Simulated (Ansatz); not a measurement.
**CH₈GeSSi: basis-set convergence**

One table from this session's results is given with a row withheld; the runs are named, their logs left out.

Program: Ansatz 0.2.0, Gaussian basis. Level of theory: one geometry, several basis sets. These are calculated values, not measurements.

Plan: PBE0-D4/def2-SVP; ωB97M-V/def2-SVP; PBE0-D4/def2-QZVPP; ωB97M-V/def2-QZVPP; the functionals' def2-TZVPP values are taken from earlier runs.

### Structure used throughout

All runs share one geometry, relaxed beforehand with PBE0-D4 in a triple-zeta def2 set.

SMILES `CS[SiH2][GeH3]`, 12 atoms, charge 0, spin multiplicity 1.

Atoms are counted from 1 here; the program's logs count them from 0.

Bond lengths: C1–S2 1.816 Å, C1–H5 1.090 Å, C1–H6 1.090 Å, C1–H7 1.090 Å, S2–Si3 2.130 Å, Si3–Ge4 2.383 Å, Si3–H8 1.491 Å, Si3–H9 1.486 Å, Ge4–H10 1.537 Å, Ge4–H11 1.540 Å, Ge4–H12 1.539 Å. Angles: S2–C1–H5 111.4°, S2–C1–H6 106.6°, S2–C1–H7 111.0°, H5–C1–H6 108.8°, H5–C1–H7 109.9°, H6–C1–H7 108.9°, C1–S2–Si3 99.8°, S2–Si3–Ge4 112.1°, S2–Si3–H8 110.4°, S2–Si3–H9 105.4°, Ge4–Si3–H8 109.4°, Ge4–Si3–H9 110.1°, H8–Si3–H9 109.3°, Si3–Ge4–H10 110.3°, Si3–Ge4–H11 110.8°, Si3–Ge4–H12 111.0°, H10–Ge4–H11 108.1°, H10–Ge4–H12 108.7° and more.

The first run:

Contents of in.yaml:

```yaml
crystal:
  periodic: [false, false, false]
  atoms:
    - {symbol: C, position_ang: [-1.600674, 1.371072, -0.167712]}
    - {symbol: S, position_ang: [-0.398046, 1.502540, 1.185966]}
    - {symbol: Si, position_ang: [0.350935, -0.491478, 1.202913]}
    - {symbol: Ge, position_ang: [1.493372, -1.039045, -0.815115]}
    - {symbol: H, position_ang: [-1.112527, 1.125744, -1.110543]}
    - {symbol: H, position_ang: [-2.074135, 2.347999, -0.260315]}
    - {symbol: H, position_ang: [-2.365194, 0.628002, 0.059350]}
    - {symbol: H, position_ang: [-0.758763, -1.462656, 1.421492]}
    - {symbol: H, position_ang: [1.289316, -0.551308, 2.353201]}
    - {symbol: H, position_ang: [2.739054, -0.154035, -0.980032]}
    - {symbol: H, position_ang: [0.582590, -0.817297, -2.036431]}
    - {symbol: H, position_ang: [1.931071, -2.514838, -0.818772]}
basis:
  gaussian: {orbitals: def2-SVP}
hamiltonian: {xc: pbe0, dispersion: d4}
output: {orbitals: {seedname: orbitals}}
```

Among the steps run: PBE0-D4 in def2-SVP; ωB97M-V in def2-SVP; PBE0-D4 in def2-QZVPP; ωB97M-V in def2-QZVPP.

One of the session's tables, all rows but one given; the rest of the session is left out.

It belongs to the step «Functionals by basis». 

| functional | basis | HOMO (eV) | LUMO (eV) |
| --- | --- | --- | --- |
| PBE0-D4 | def2-SVP | -6.75 | 0.06 |
| PBE0-D4 | def2-TZVPP | ? | ? |
| PBE0-D4 | def2-QZVPP | -6.84 | -0.29 |
| ωB97M-V | def2-SVP | -8.83 | 1.95 |
| ωB97M-V | def2-TZVPP | -8.94 | 1.59 |
| ωB97M-V | def2-QZVPP | -8.96 | 1.32 |

**Question.** Estimate the row for PBE0-D4, def2-TZVPP.

The run gave: HOMO (eV): -6.82; LUMO (eV): -0.18. In the column «HOMO (eV)» it lies between PBE0-D4, def2-QZVPP (-6.84) and PBE0-D4, def2-SVP (-6.75).
